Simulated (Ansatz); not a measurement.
Predict the output of the script below (Ansatz's Python interface).

`nbcuse2.py`
```python
# -*- coding: utf-8 -*-
from dataclasses import dataclass
import warnings

import ansatz as az
from pymatgen.core import Lattice, Structure
from pymatgen.io.ase import AseAtomsAdaptor
from tabulate import tabulate


@dataclass
class Options:
    functional: str = 'pbesol'
    ecut: int = 420
    k_spacing: float = 0.26
    filling: str = 'Fermi-Dirac'
    width_ev: float = 0.1


cfg = Options()


def main():
    warnings.simplefilter('ignore', az.DeckWarning)

    pmg_structure = Structure(
        Lattice([(3.576684, 0.0, 0.0), (-1.788342, 3.0975, 0.0), (0.0, 0.0, 13.922326)]),
        ['Nb', 'Nb', 'Cu', 'Cu', 'Se', 'Se', 'Se', 'Se'],
        [
            (2 / 3, 1 / 3, 0.746853),
            (1 / 3, 2 / 3, 0.246853),
            (2 / 3, 1 / 3, 0.961214),
            (1 / 3, 2 / 3, 0.461214),
            (2 / 3, 1 / 3, 0.368085),
            (1 / 3, 2 / 3, 0.629848),
            (1 / 3, 2 / 3, 0.868085),
            (2 / 3, 1 / 3, 0.129848),
        ],
    )
    cell = az.Crystal.from_ase(AseAtomsAdaptor.get_atoms(pmg_structure))

    model = (
        cell.calculation()
        .functional(cfg.functional)
        .pseudopotentials('paw')
        .basis(cfg.ecut)
        .kpoints(spacing=cfg.k_spacing)
        .occupations(cfg.filling, width=cfg.width_ev)
        .band_table()
    )
    typed = model.input()
    rows = []
    for value in [2, 6, 12]:
        edited = typed.set(az.key.scf.n_extra_bands, value)
        rep = az.Session.from_dict(edited).plan().execute().report
        rows.append((value, rep['free_energy_ev'], rep['n_iterations'], len(rep['eigenvalues_ev'][0]) if 'eigenvalues_ev' in rep else 0))
    print(tabulate(rows, headers=['extra bands', 'F eV', 'iterations', 'bands listed'], floatfmt='.4f', tablefmt='pipe'))
    print(edited.to_yaml())


if __name__ == '__main__':
    main()
```

```console
$ python nbcuse2.py
|   extra bands |        F eV |   iterations |   bands listed |
|--------------:|------------:|-------------:|---------------:|
|             2 | -43870.1429 |            8 |             66 |
|             6 | -43870.1429 |            8 |             70 |
|            12 | -43870.1429 |            8 |             76 |
crystal:
  lattice:
    - [3.576684, 0.0, 0.0]
    - [-1.788342, 3.0975, 0.0]
    - [0.0, 0.0, 13.922326]
  atoms:
    - { symbol: Nb, position: [0.6666666666666666, 0.3333333333333333, 0.746853] }
    - { symbol: Nb, position: [0.3333333333333333, 0.6666666666666666, 0.246853] }
    - { symbol: Cu, position: [0.6666666666666666, 0.3333333333333333, 0.961214] }
    - { symbol: Cu, position: [0.3333333333333333, 0.6666666666666666, 0.461214] }
    - { symbol: Se, position: [0.6666666666666666, 0.3333333333333333, 0.368085] }
    - { symbol: Se, position: [0.3333333333333333, 0.6666666666666666, 0.629848] }
    - { symbol: Se, position: [0.3333333333333333, 0.6666666666666666, 0.868085] }
    - { symbol: Se, position: [0.6666666666666666, 0.3333333333333333, 0.129848] }
basis:
  ecutwfc: 420.0
kpoints:
  mp_grid:
    kspacing: 0.26
hamiltonian:
  xc: pbesol
  pseudopotentials:
    kind: paw
scf:
  occupations:
    method: fermi_dirac
    width: 0.1
  n_extra_bands: 12
output:
  eigenvalues: true
```

Total energies depend on the potentials; only differences at equal settings carry meaning. A total without «per atom» is that of the whole cell that was run. The mesh is modest for a metal, so energies can be off by several to tens of meV an atom and pressures by half a GPa or more; differences at equal mesh fare better. This cell is a computed structure, which may not be the phase found in nature. It ran for 47 s on 1 thread of AMD EPYC 7R43 64-Core Processor (Zen 3) (shared host), peak memory 0.64 GiB.
